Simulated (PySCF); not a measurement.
**UPBE/def2-TZVPP run of GeH2ClO (SMILES [O][GeH2][Cl])**

What is the vertical doublet–quartet gap of GeH2ClO at UPBE/def2-TZVPP? 

The calculation is run with PySCF 2.14.0.

**1. Starting point**

GeH2ClO: 5 atoms, total charge 0, spin state doublet. SMILES: `[O][GeH2][Cl]`. The shape is that of a PBE0-D4/def2-TZVP optimisation.

Bond lengths: O1–Ge2 1.781 Å, Ge2–Cl3 2.144 Å, Ge2–H4 1.531 Å, Ge2–H5 1.531 Å. Angles: O1–Ge2–Cl3 110.8°, O1–Ge2–H4 106.5°, O1–Ge2–H5 106.5°, Cl3–Ge2–H4 108.2°, Cl3–Ge2–H5 108.2°, H4–Ge2–H5 116.7°.

**2. A single-point energy at UPBE/def2-TZVPP**

The input, calc.py:

```python
from pyscf import gto, dft

mol = gto.M(
    atom='''
O     -0.514761    -1.118340     3.071750
Ge     0.233759    -0.153446    -0.065196
Cl    -2.545650     2.437936    -1.471908
H      0.153068    -2.539414    -1.698864
H      2.767693     1.233991     0.085794
''',
    max_memory=1860,
    basis='def2-tzvpp',
    spin=1,
    unit='bohr',
    verbose=4,
)

mf = dft.UKS(mol, xc='pbe')
mf.grids.level = 4
mf.conv_tol = 1e-10
mf.kernel()
if not mf.converged:
    mf = mf.newton().run(mf.mo_coeff, mf.mo_occ)

energy = mf.e_tot
print('E(%s) = %.9f' % ('PBE', energy))
```

On the command line:

```sh
$ OMP_NUM_THREADS=1 python calc.py
```

Log:

```text
PySCF version 2.14.0

[INPUT] num. atoms = 5
[INPUT] num. electrons = 59
[INPUT] charge = 0
[INPUT] spin (= nelec alpha-beta = 2S) = 1
[INPUT] symmetry False subgroup None
[INPUT] Mole.unit = bohr
[INPUT] Symbol           X                Y                Z      unit          X                Y                Z       unit  Magmom
[INPUT]  1 O     -0.272399790270  -0.591800042060   1.625500097644 AA   -0.514761000000  -1.118340000000   3.071750000000 Bohr   0.0
[INPUT]  2 Ge     0.123699935647  -0.081200126307  -0.034500237443 AA    0.233759000000  -0.153446000000  -0.065196000000 Bohr   0.0
[INPUT]  3 Cl    -1.347099966978   1.290100172881  -0.778900170171 AA   -2.545650000000   2.437936000000  -1.471908000000 Bohr   0.0
[INPUT]  4 H      0.081000097321  -1.343800017891  -0.899000113252 AA    0.153068000000  -2.539414000000  -1.698864000000 Bohr   0.0
[INPUT]  5 H      1.464600062423   0.652999915680   0.045400229634 AA    2.767693000000   1.233991000000   0.085794000000 Bohr   0.0

nuclear repulsion = 264.047601390552
number of shells = 53
number of NR pGTOs = 241
number of NR cGTOs = 149
basis = def2-tzvpp
ecp = {}

******** <class 'pyscf.dft.uks.UKS'> ********
method = UKS
initial guess = minao
damping factor = 0
level_shift factor = 0
DIIS = <class 'pyscf.scf.diis.CDIIS'>
diis_start_cycle = 1
diis_space = 8
diis_damp = 0
SCF conv_tol = 1e-10
SCF conv_tol_grad = None
SCF max_cycles = 50
direct_scf = True
direct_scf_tol = 1e-13
number electrons alpha = 30  beta = 29
XC library pyscf.dft.libxc version 7.0.0
    S. Lehtola, C. Steigemann, M. J.T. Oliveira, and M. A.L. Marques.,  SoftwareX 7, 1–5 (2018)
XC functionals = pbe
    J. P. Perdew, K. Burke, and M. Ernzerhof.,  Phys. Rev. Lett. 77, 3865 (1996)
    J. P. Perdew, K. Burke, and M. Ernzerhof.,  Phys. Rev. Lett. 78, 1396 (1997)
    J. P. Perdew, K. Burke, and M. Ernzerhof.,  Phys. Rev. Lett. 77, 3865 (1996)
    J. P. Perdew, K. Burke, and M. Ernzerhof.,  Phys. Rev. Lett. 78, 1396 (1997)
radial grids:
    Treutler-Ahlrichs [JCP 102, 346 (1995); DOI:10.1063/1.469408] (M4) radial grids

becke partition: Becke, JCP 88, 2547 (1988); DOI:10.1063/1.454033
pruning grids: <function nwchem_prune>
grids dens level: 4
symmetrized grids: False
atomic radii adjust function: <function treutler_atomic_radii_adjust>
small_rho_cutoff = 0
Set gradient conv threshold to 1e-05
tot grids = 118552
init E= -2612.54819476526
[... the frontier-level lines of each cycle are left out ...]

cycle= 1 E= -2612.6074712614  delta_E= -0.0593  |g|= 1.07  |ddm|= 1.32
cycle= 2 E= -2604.82627568852  delta_E= 7.78  |g|= 2.82  |ddm|= 5.36
cycle= 3 E= -2612.42274660055  delta_E= -7.6  |g|=    1  |ddm|= 5.34
cycle= 4 E= -2612.99772722875  delta_E= -0.575  |g|= 0.364  |ddm|= 0.938
cycle= 5 E= -2613.03208202954  delta_E= -0.0344  |g|= 0.246  |ddm|= 0.379
cycle= 6 E= -2613.05610303853  delta_E= -0.024  |g|= 0.129  |ddm|= 0.166
cycle= 7 E= -2613.06431252039  delta_E= -0.00821  |g|= 0.0526  |ddm|= 0.0911
cycle= 8 E= -2613.06546451895  delta_E= -0.00115  |g|= 0.00973  |ddm|= 0.0408
cycle= 9 E= -2613.06550318693  delta_E= -3.87e-05  |g|= 0.00386  |ddm|= 0.01
cycle= 10 E= -2613.06550976358  delta_E= -6.58e-06  |g|= 0.000941  |ddm|= 0.00325
cycle= 11 E= -2613.06551012209  delta_E= -3.59e-07  |g|= 0.000269  |ddm|= 0.000739
cycle= 12 E= -2613.06551015668  delta_E= -3.46e-08  |g|= 7.56e-05  |ddm|= 0.000308
cycle= 13 E= -2613.06551015994  delta_E= -3.26e-09  |g|= 2.48e-05  |ddm|= 0.000103
cycle= 14 E= -2613.06551016028  delta_E= -3.43e-10  |g|= 9.56e-06  |ddm|= 3.39e-05
cycle= 15 E= -2613.06551016034  delta_E= -5.18e-11  |g|= 6.21e-06  |ddm|= 1.41e-05
Extra cycle  E= -2613.06551016026  delta_E= 7.82e-11  |g|= 1.42e-05  |ddm|= 1.34e-05
converged SCF energy = -2613.06551016026  <S^2> = 0.75336393  2S+1 = 2.0033611
E(PBE) = -2613.065510160
```

Wall time 46 s (1 thread of Arm Neoverse V1, shared host); peak memory 1 GiB.

**3. The quartet at the same level**

The input, start.xyz:

```xyz
5

O     -0.272400    -0.591800     1.625500
Ge     0.123700    -0.081200    -0.034500
Cl    -1.347100     1.290100    -0.778900
H      0.081000    -1.343800    -0.899000
H      1.464600     0.653000     0.045400
```

The input, calc.py:

```python
from pyscf import gto, dft

mol = gto.Mole()
mol.atom = 'start.xyz'
mol.verbose = 3
mol.basis = 'def2-tzvpp'
mol.spin = 3
mol.max_memory = 1860
mol.build()

myscf = dft.UKS(mol, xc='pbe')
myscf.grids.level = 4
myscf.conv_tol = 1e-10
myscf.kernel()
if not myscf.converged:
    myscf = myscf.newton().run(myscf.mo_coeff, myscf.mo_occ)

etot = myscf.e_tot
print(f'total energy: {etot:.8f} hartree')
```

On the command line:

```sh
$ OMP_NUM_THREADS=1 python calc.py
```

Log:

```text
WARN: HOMO -0.0507777408028741 >= LUMO -0.342628078131436

WARN: HOMO -0.046555309507677 >= LUMO -0.0676411151539443

WARN: HOMO -0.059587196549315 >= LUMO -0.287798889443521

WARN: HOMO -0.0617197439733417 >= LUMO -0.218479960965697

WARN: HOMO -0.0665433657585386 >= LUMO -0.246823870582213

WARN: HOMO -0.0602581286469814 >= LUMO -0.282423581787664

WARN: HOMO -0.0554189243883918 >= LUMO -0.263172279657473

WARN: HOMO -0.0574833397493263 >= LUMO -0.278374064563873

WARN: HOMO -0.0566256425694739 >= LUMO -0.27444668757103

WARN: HOMO -0.0579695752594565 >= LUMO -0.278794794456976

WARN: HOMO -0.0603382412517102 >= LUMO -0.282912600682169

WARN: HOMO -0.0594568753079268 >= LUMO -0.278429320396011

WARN: HOMO -0.0627372133700117 >= LUMO -0.274592649125114

WARN: HOMO -0.0614035947173013 >= LUMO -0.273637539475826

WARN: HOMO -0.0614751061023997 >= LUMO -0.273240825218277

WARN: HOMO -0.0615440717471311 >= LUMO -0.273044930773091

WARN: HOMO -0.0616379196566127 >= LUMO -0.272711476606569

WARN: HOMO -0.0615937279062766 >= LUMO -0.272710639528707

WARN: HOMO -0.061609236780772 >= LUMO -0.272709616900821

WARN: HOMO -0.0616038617753376 >= LUMO -0.272673946632404

WARN: HOMO -0.0616048831011597 >= LUMO -0.272671828593574

WARN: HOMO -0.0616102220534092 >= LUMO -0.272671165055353

WARN: HOMO -0.0616080217999254 >= LUMO -0.272674442343811

WARN: HOMO -0.0616078504212743 >= LUMO -0.272672722461838

WARN: HOMO -0.0616079886299018 >= LUMO -0.272673046940506

WARN: HOMO -0.0616082122529682 >= LUMO -0.272673174200597

converged SCF energy = -2612.84332425494  <S^2> = 3.7577709  2S+1 = 4.0038836
total energy: -2612.84332425 hartree
```

Run time: 71 s. Hardware: 1 thread of Arm Neoverse V1, shared host; peak memory 1 GiB.

**4. Results**

At UPBE/def2-TZVPP:

| quantity | value |
| --- | --- |
| doublet: total energy | -2613.06551 Eh |
| doublet: dipole moment | 2.23 D |
| doublet: HOMO energy (highest over α and β) | -7.27 eV |
| doublet: LUMO energy (lowest over α and β) | -6.42 eV |
| doublet: ⟨S²⟩ | 0.753 |
| quartet: total energy | -2612.84332 Eh |
| quartet: dipole moment | 1.08 D |
| quartet: HOMO energy (highest over α and β) | -1.68 eV |
| quartet: ⟨S²⟩ | 3.758 |
| vertical energy of the quartet above the doublet | 6.046 eV |

At this shape the quartet lies 6.05 eV (139 kcal/mol) above the doublet. Mulliken charges (doublet) run from -0.29 on O1 to +0.51 on Ge2; they depend strongly on the basis. Mulliken charges (quartet) run from -0.12 on Cl3 to +0.21 on Ge2; they depend strongly on the basis.
